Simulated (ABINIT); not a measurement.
# InPd (Pm-3m) in ABINIT: a series of runs, part 2 of 2

ABINIT 10.8.3 (patched build).

### Step 4. Relaxation of cell and atoms, PBEsol

run.abi reads:

```
# Pseudopotentials
pp_dirpath "./"
pseudos "In.GGA_PBE-JTH.xml, Pd.GGA_PBE-JTH.xml"

# Structure
acell 6.1829661455 6.1829661455 6.1829661455
rprim
     1.0000000000     0.0000000000     0.0000000000
     0.0000000000     1.0000000000     0.0000000000
     0.0000000000     0.0000000000     1.0000000000
ntypat 2
znucl 49 46
natom 2
typat 1 2
chkprim 0
chksymtnons 0
tolsym 1.0e-6
xred
            0.0            0.0            0.0
            1/2            1/2            1/2

# Plane-wave basis
ecut 22.0
pawecutdg 44.0
pawxcdev 0
pawovlp -1
ecutsm 0.5

# k points
kptopt 1
ngkpt 6 6 6
nshiftk 1
shiftk 0.0 0.0 0.0

# Exchange and correlation
ixc -116133

# Bands and occupations
nband 20
occopt 3
tsmear 0.00183747

# SCF cycle
nstep 80
tolvrs 1.0e-10

# Output
iomode 3
prteig 0
prtebands 0
prtwf 0
prtden 0

# Relaxation
ionmov 2
optcell 2
ntime 50
tolmxf 2.0e-5
dilatmx 1.08
```

Potentials or basis: JTH PAW PBE v2.0.

On the command line:

```bash
$ abinit run.abi > log 2>&1
```

run.abo:

```text
.Version 10.8.3 of ABINIT
 Symmetries : space group Pm -3 m (#221); Bravais cP (primitive cubic)
================================================================================
 Values of the parameters that define the memory need of the present run
     intxc =       0    ionmov =       2      iscf =      17    lmnmax =      18
     lnmax =       6     mgfft =      30  mpssoang =       3    mqgrid =    3001
     natom =       2  nloc_mem =       2    nspden =       1   nspinor =       1
    nsppol =       1      nsym =      48    n1xccc =       1    ntypat =       2
    occopt =       3   xclevel =       2
       mpw =        1482          nfft =       27000          nkpt =          20
 PAW method is used; the additional fine FFT grid is defined by:
   mgfftf=        40    nfftf =     64000
================================================================================
================================================================================

--------------------------------------------------------------------------------
------------- Echo of variables that govern the present computation ------------
--------------------------------------------------------------------------------
 -outvars: echo values of preprocessed input variables --------
            acell      6.1829661455E+00  6.1829661455E+00  6.1829661455E+00 Bohr
              amu      1.14820000E+02  1.06420000E+02
          chkprim           0
      chksymtnons           0
          dilatmx      1.08000000E+00
             ecut      2.20000000E+01 Hartree
[... 580 lines left out ...]
comment             : '"Double-counting" decomposition of free energy'
band_energy         : -1.27812960915323E+01
Ewald energy        : -1.44466781476566E+02
psp_core            :  9.53247092662341E+00
xc_dc               : -3.55473235699989E+01
PAW spherical_terms : -3.61073645604971E+00
internal            : -1.86873666667524E+02
'-kT*entropy'       : -2.17876064668831E-04
total_energy_dc     : -1.86873884543588E+02
total_energy_dc_eV  : -5.08509745160244E+03
...

--- !EnergyTermsWithPAWCore
iteration_state     : {dtset: 1, itime: 4, icycle: 1, }
comment             : 'Components of total free energy, including PAW core contributions'
Total energy        : -1.09227095606435E+04
Total energy DC     : -1.09227095650080E+04
Total energy (eV)   : -2.97222068707340E+05
Total energy DC (eV): -2.97222068826103E+05
...

 Cartesian components of stress tensor (hartree/bohr^3)
  sigma(1 1)=  6.18234838E-08  sigma(3 2)=  0.00000000E+00
  sigma(2 2)=  6.18234838E-08  sigma(3 1)=  0.00000000E+00
  sigma(3 3)=  6.18234839E-08  sigma(2 1)=  0.00000000E+00

-Cartesian components of stress tensor (GPa)         [Pressure= -1.8189E-03 GPa]
- sigma(1 1)=  1.81890969E-03  sigma(3 2)=  0.00000000E+00
- sigma(2 2)=  1.81890969E-03  sigma(3 1)=  0.00000000E+00
- sigma(3 3)=  1.81890969E-03  sigma(2 1)=  0.00000000E+00

== END DATASET(S) ==============================================================
================================================================================

 -outvars: echo values of variables after computation  --------
            acell      6.1401440290E+00  6.1401440290E+00  6.1401440290E+00 Bohr
           etotal     -1.8687388454E+02
            fcart     -0.0000000000E+00 -0.0000000000E+00 -0.0000000000E+00
                      -0.0000000000E+00 -0.0000000000E+00 -0.0000000000E+00
           strten      6.1823483798E-08  6.1823483770E-08  6.1823483895E-08
                       0.0000000000E+00  0.0000000000E+00  0.0000000000E+00
           xangst      0.0000000000E+00  0.0000000000E+00  0.0000000000E+00
                       1.6246121448E+00  1.6246121448E+00  1.6246121448E+00
             xred      0.0000000000E+00  0.0000000000E+00  0.0000000000E+00
                       5.0000000000E-01  5.0000000000E-01  5.0000000000E-01
 Calculation completed.
```

Run time: 2.3 min. Hardware: 1 thread of Arm Neoverse V1, shared host; peak memory 0.12 GiB.

What came out:

```yaml
Free_energy: -5085.0975 eV
Relaxed_volume: 17.15 Å³/atom
Relaxed_cell: a = 3.249 Å, b = 3.249 Å, c = 3.249 Å, α = 90.00°, β = 90.00°, γ = 90.00°
Space_group_after_relaxing_to_0.05_Å: Pm-3m (No. 221)
Energy_gained_by_relaxing: 3.1 meV/atom
Ionic_steps: 4
Pressure_after_relaxing: 0.0 GPa
Band_gap_on_the_k_mesh: none (metal or under the smearing width)
```

The path:
```csv
step,energy change (eV),largest force (eV/Å),pressure (GPa),volume (Å³)
1,0.0000,0.0000,-2.66,35.03
2,-0.0038,0.0000,-1.67,34.74
3,-0.0061,0.0000,0.12,34.27
4,-0.0061,0.0000,0.00,34.30
```

Final structure:
```
In Pd
1.0
     3.24922    0.00000    0.00000
     0.00000    3.24922    0.00000
     0.00000    0.00000    3.24922
In Pd
1 1
Direct
  0.00000 0.00000 0.00000
  0.50000 0.50000 0.50000
```

Caveat: the PAW data sets were made with another functional, which shifts forces and pressure a little.

### Step 5. The runs side by side

| task | level | potentials or basis | cell | cutoff (eV) | cell freedom (optcell) | optimiser (ionmov) | cutoff smearing ecutsm (Ha) | force stop (Ha/bohr) | fine-grid cutoff | gap on the mesh (eV) | pressure (GPa) | relaxed volume (Å³/atom) |
| --- | --- | --- | --- | --- | --- | --- | --- | --- | --- | --- | --- | --- |
| relaxation of cell and atoms | LDA | PseudoDojo NC SR LDA v0.4.1 standard | relaxed | 1116 | 2 | 2 | 0.5 | 2e-05 | - | none | 0.0 | 16.62 |
| single point | LDA | PseudoDojo NC SR LDA v0.4.1 standard | cell relaxed | 1116 | - | - | - | - | - | none | 0.0 | - |
| relaxation of cell and atoms | PBEsol | JTH PAW PBE v2.0 | relaxed | 599 | 2 | 2 | 0.5 | 2e-05 | 1197.3 eV | none | 0.0 | 17.15 |

Alike in all rows: no spin polarisation; k mesh 6 × 6 × 6; smearing fermi-dirac 0.05 eV.

Caveats: the PAW data sets were made with another functional, which shifts forces and pressure a little (some runs).

Total energies depend on the potentials used, so only differences within one code and one set of settings carry meaning.
